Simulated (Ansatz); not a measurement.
# CH6B2BrN: one species, many methods

An exercise on one series of results from a longer session: the logs are not shown, and one member is left open.

The runs use Ansatz 0.2.0, Gaussian basis; functionals in def2-TZVPP, the program's frozen cores in correlated methods.

Plan: LDA (SPW92), PBE-D4, revPBE-D4, BLYP-D4, r2SCAN-D4, B97M-V, PBE0-D4, B3LYP-D4, r2SCANh-D4, r2SCAN0-D4, HSE06-D4, BHLYP-D4, CAM-B3LYP-D4, LC-ωPBE, ωB97X-V, ωB97M-V, B2PLYP, PBE-QIDH; CCSD(T)/def2-SVP; CCSD(T)/def2-TZVPP; MP2/def2-QZVPP; extrapolation to the limit; RPA on PBE.

### Structure used throughout

An earlier PBE0-D4 in a triple-zeta def2 set relaxation fixed the geometry.

SMILES `CBB(N)Br`, 11 atoms, charge 0, spin multiplicity 1.

Atoms are counted from 1 here; the program's logs count them from 0.

Bond lengths: C1–B2 1.559 Å, C1–H6 1.103 Å, C1–H7 1.093 Å, C1–H8 1.091 Å, B2–B3 1.672 Å, B2–H9 1.204 Å, B3–N4 1.383 Å, B3–Br5 1.965 Å, N4–H10 1.007 Å, N4–H11 1.006 Å. Angles: B2–C1–H6 104.4°, B2–C1–H7 113.8°, B2–C1–H8 115.9°, H6–C1–H7 105.1°, H6–C1–H8 106.9°, H7–C1–H8 109.9°, C1–B2–B3 123.9°, C1–B2–H9 117.6°, B3–B2–H9 118.4°, B2–B3–N4 134.1°, B2–B3–Br5 108.4°, N4–B3–Br5 117.5°, B3–N4–H10 123.1°, B3–N4–H11 122.6°, H10–N4–H11 114.3°.

The first run:

Input file in.yaml:

```yaml
crystal:
  periodic: [false, false, false]
  atoms:
    - {symbol: C, position_ang: [-0.743404, 0.753069, -1.446055]}
    - {symbol: B, position_ang: [-0.847561, 0.147972, -0.013273]}
    - {symbol: B, position_ang: [0.471564, -0.172513, 0.962226]}
    - {symbol: N, position_ang: [1.291533, -1.272125, 1.140935]}
    - {symbol: Br, position_ang: [0.848352, 1.426550, 2.040098]}
    - {symbol: H, position_ang: [-0.919187, -0.103735, -2.118657]}
    - {symbol: H, position_ang: [-1.536398, 1.467332, -1.681129]}
    - {symbol: H, position_ang: [0.226314, 1.174005, -1.715608]}
    - {symbol: H, position_ang: [-1.948695, -0.060560, 0.425639]}
    - {symbol: H, position_ang: [2.057969, -1.286627, 1.793797]}
    - {symbol: H, position_ang: [1.164713, -2.130568, 0.632729]}
basis:
  gaussian: {orbitals: def2-TZVPP}
hamiltonian: {xc: lda}
output: {orbitals: {seedname: orbitals}}
```

Command:

```
$ ansatz run in.yaml --threads 4 --pin off --events-out ev --progress --plain --max-ram 10444MiB
```

Steps of the session up to this table: LDA; PBE-D4 (GGA); revPBE-D4 (GGA); BLYP-D4 (GGA); r2SCAN-D4 (meta-GGA); B97M-V (meta-GGA); B3LYP-D4 (hybrid); r2SCANh-D4 (hybrid); r2SCAN0-D4 (hybrid); HSE06-D4 (hybrid); BHLYP-D4 (hybrid); CAM-B3LYP-D4 (range-separated); LC-ωPBE (range-separated); ωB97X-V (range-separated); ωB97M-V (range-separated); B2PLYP (double hybrid); PBE-QIDH (double hybrid).

One table of the session follows, with a row left open; its other results are not shown here.

It belongs to the step «Orbital energies across the functionals». 

```
  functional  HOMO (eV)  gap (eV)
 LDA (SPW92)      -6.42      3.97
      PBE-D4      -6.31      4.14
   revPBE-D4      -6.26      4.21
     BLYP-D4      -6.20      4.21
   r2SCAN-D4      -6.59      4.76
      B97M-V      -6.66      4.79
     PBE0-D4      -7.57      6.36
    B3LYP-D4          ?         ?
  r2SCANh-D4      -7.05      5.56
  r2SCAN0-D4      -7.75      6.74
    HSE06-D4      -7.17      5.58
    BHLYP-D4      -8.74      8.57
CAM-B3LYP-D4      -8.92      8.82
     LC-ωPBE     -10.25     11.32
     ωB97X-V      -9.92     10.87
     ωB97M-V      -9.76     10.45
```

Q: Estimate the row for B3LYP-D4 from the others.

Worked estimate for «HOMO (eV)». Against the share of exact exchange, BLYP-D4 (0, -6.20), BHLYP-D4 (0.5, -8.74) give a slope of -5.08 per unit share; at 0.2 the line stands at -7.22.

The run gave: HOMO (eV): -7.36; gap (eV): 5.96. In «HOMO (eV)» the line misses by +0.14.
